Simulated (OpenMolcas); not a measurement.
**Pd²⁺ with 6 ligands (ammonia): CASSCF and CASPT2 levels and susceptibility**

Which state of Pd²⁺ lies lowest among these ligands, how large is the field, and what χT follows?

The numbers are computed with OpenMolcas 26.06 (state-averaged CASSCF and CASPT2, spin-orbit coupling by RASSI with atomic mean-field integrals), except any that are marked as measured or tabulated.

**1. The atom as given**

| Property | Result |
| --- | --- |
| Species | Pd²⁺ (palladium, Z = 46, 44 electrons) |
| Basis | ANO-RCC-VDZP [6s5p3d1f], 217 functions with the ligands |
| Scalar Hamiltonian | DKH2, point nucleus |
| Inactive shells | 1s 2s 2p 3s 3p 3d 4s 4p of the metal, and all ligand shells |
| Active space | 8 electrons in 5 orbitals (4d) |
| Some configurations of this space | 4d⁸ |
| Orbitals | optimised for each spin and parity, averaged over all roots |

Outer shells as boxes (Hund's rule):

4d8
```
4d [↑↓][↑↓][↑↓][↑ ][↑ ]
```

Pd²⁺ is taken with 6 ligands (ammonia) in tetragonal octahedron coordination (Ci) at 2.28 Å, the axial distance 2.166 Å. Ligand basis ANO-RCC-VDZP. The distances are assumed, not relaxed.

```xyz
25

Pd    0.0000    0.0000    0.0000
N     2.2800    0.0000    0.0000
H     2.6621    0.9457    0.0000
H     2.6621   -0.4729    0.8190
H     2.6621   -0.4729   -0.8190
N     0.0000    2.2800    0.0000
H     0.0000    2.6621    0.9457
H     0.8190    2.6621   -0.4729
H    -0.8190    2.6621   -0.4729
N    -2.2800    0.0000    0.0000
H    -2.6621   -0.9457    0.0000
H    -2.6621    0.4729   -0.8190
H    -2.6621    0.4729    0.8190
N     0.0000   -2.2800    0.0000
H     0.0000   -2.6621   -0.9457
H    -0.8190   -2.6621    0.4729
H     0.8190   -2.6621    0.4729
N     0.0000    0.0000    2.1660
H     0.9457    0.0000    2.5481
H    -0.4729    0.8190    2.5481
H    -0.4729   -0.8190    2.5481
N     0.0000    0.0000   -2.1660
H    -0.9457    0.0000   -2.5481
H     0.4729   -0.8190   -2.5481
H     0.4729    0.8190   -2.5481
```

The work runs as a chain of OpenMolcas steps in one folder; each step below is one input file. Labels, J, g values, rates, χT and fits are worked out afterwards by a script from the matrices that RASSI stores.

**2. GATEWAY and SEWARD: basis and integrals**

Contents of a.inp:

```
&GATEWAY
Coord
25

Pd 0.0 0.0 0.0
N 2.280000 0.000000 0.000000
H 2.662099 0.945728 0.000000
H 2.662099 -0.472864 0.819024
H 2.662099 -0.472864 -0.819024
N 0.000000 2.280000 0.000000
H 0.000000 2.662099 0.945728
H 0.819024 2.662099 -0.472864
H -0.819024 2.662099 -0.472864
N -2.280000 0.000000 0.000000
H -2.662099 -0.945728 0.000000
H -2.662099 0.472864 -0.819024
H -2.662099 0.472864 0.819024
N 0.000000 -2.280000 0.000000
H 0.000000 -2.662099 -0.945728
H -0.819024 -2.662099 0.472864
H 0.819024 -2.662099 0.472864
N 0.000000 0.000000 2.166000
H 0.945728 0.000000 2.548099
H -0.472864 0.819024 2.548099
H -0.472864 -0.819024 2.548099
N 0.000000 0.000000 -2.166000
H -0.945728 0.000000 -2.548099
H 0.472864 -0.819024 -2.548099
H 0.472864 0.819024 -2.548099
Basis=Pd.ANO-RCC-VDZP,H.ANO-RCC-VDZP,N.ANO-RCC-VDZP
Group=XYZ
NoMove
AngMom=0.0 0.0 0.0
AMFI
RICD
&SEWARD
```

Launch:

```console
> OMP_NUM_THREADS=1 MOLCAS_MEM=2457 MOLCAS_PROJECT=a pymolcas a.inp > a.log
```

**3. Reference wave functions, triplets of even parity, 10 roots**

Contents of a.inp:

```
&RASSCF
FileOrb=start.orb
Symmetry=1
Spin=3
nActEl=8 0 0
Inactive=24 24
Ras2=5 0
CIRoot=10 10 1
SDav=10
CIMx=300
Iter=150 100
PrWF=0.3
OrbListing=Nothing
MaxOrb=0
LevShft=1.0
>>> COPY $Project.JobIph JOB001
```

start.orb holds start orbitals that the driver prepared beforehand, or those of the step before.

**4. Reference wave functions, singlets of even parity, 15 roots**

Contents of a.inp:

```
&RASSCF
FileOrb=start.orb
Symmetry=1
Spin=1
nActEl=8 0 0
Inactive=24 24
Ras2=5 0
CIRoot=15 15 1
SDav=15
CIMx=300
Iter=150 100
PrWF=0.3
OrbListing=Nothing
MaxOrb=0
LevShft=1.0
>>> COPY $Project.JobIph JOB002
```

**5. State interaction with spin-orbit coupling**

Contents of a.inp:

```
&RASSI
NrOfJobIphs=2 10 15
1 2 3 4 5 6 7 8 9 10
1 2 3 4 5 6 7 8 9 10 11 12 13 14 15
IphNames
JOB001
JOB002
EJob
SpinOrbit
DIPRint=1.0
SOCoupling=1000.0
Subsets=2
Property=9
'ANGMOM' 1 'ANGMOM' 2 'ANGMOM' 3 'MLTPL  1' 1 'MLTPL  1' 2 'MLTPL  1' 3
'AMFI' 1 'AMFI' 2 'AMFI' 3
SOProperty=3
'ANGMOM' 1 'ANGMOM' 2 'ANGMOM' 3
```

**6. CASPT2: IPEA 0.25, imaginary shift 0.1 (closed shells correlated: 4s 4p of the metal, with ligand shells; the Frozen line counts the rest)**

Contents of a.inp:

```
>>> COPY JOB001 $Project.JobIph
&CASPT2
Multistate=10 1 2 3 4 5 6 7 8 9 10
NoMult
Frozen=11 9
IPEA=0.25
Imaginary=0.1
MaxIter=60
WThr=0.0 0.3 0.05
PrWF=0.5
NoMix
>>> COPY JOB002 $Project.JobIph
&CASPT2
Multistate=15 1 2 3 4 5 6 7 8 9 10 11 12 13 14 15
NoMult
Frozen=11 9
IPEA=0.25
Imaginary=0.1
MaxIter=60
WThr=0.0 0.3 0.05
PrWF=0.5
NoMix
```

(Steps that only read results are left out.)

**Question.** What will these runs give? Wanted: spin-free ground state; first state of the same spin within the active space; lowest level; next level.

The runs gave:

| quantity | value |
| --- | --- |
| method | SS-CASPT2, IPEA 0.25, imaginary shift 0.1 (closed shells correlated: 4s 4p of the metal, with ligand shells; the Frozen line counts the rest) |
| spin-free ground state | triplet, 1-fold in its orbital part |
| first state of the same spin within the active space | triplet at 20400 cm⁻¹ |
| lowest level | 1-fold |
| next level | 0.1 cm⁻¹ |
| χT at 300 K | 1.24 cm³ K/mol |
| effective moment at 300 K | 3.14 μB |

Cost by method:

```tsv
method	time of its own steps	time with the reference
A. CASSCF	55 s	55 s
B. SS-CASPT2, IPEA 0.25, imaginary shift 0.1, +4s 4p	4.2 min	5.1 min
```

Times are of one thread on a shared host.

**Reading.** The spin-free ground state (triplet) is 1-fold and keeps the highest spin of the shell. χT at 300 K is 1.24, against 1.00 cm³ K/mol for the spin alone, so orbital moment adds to it.
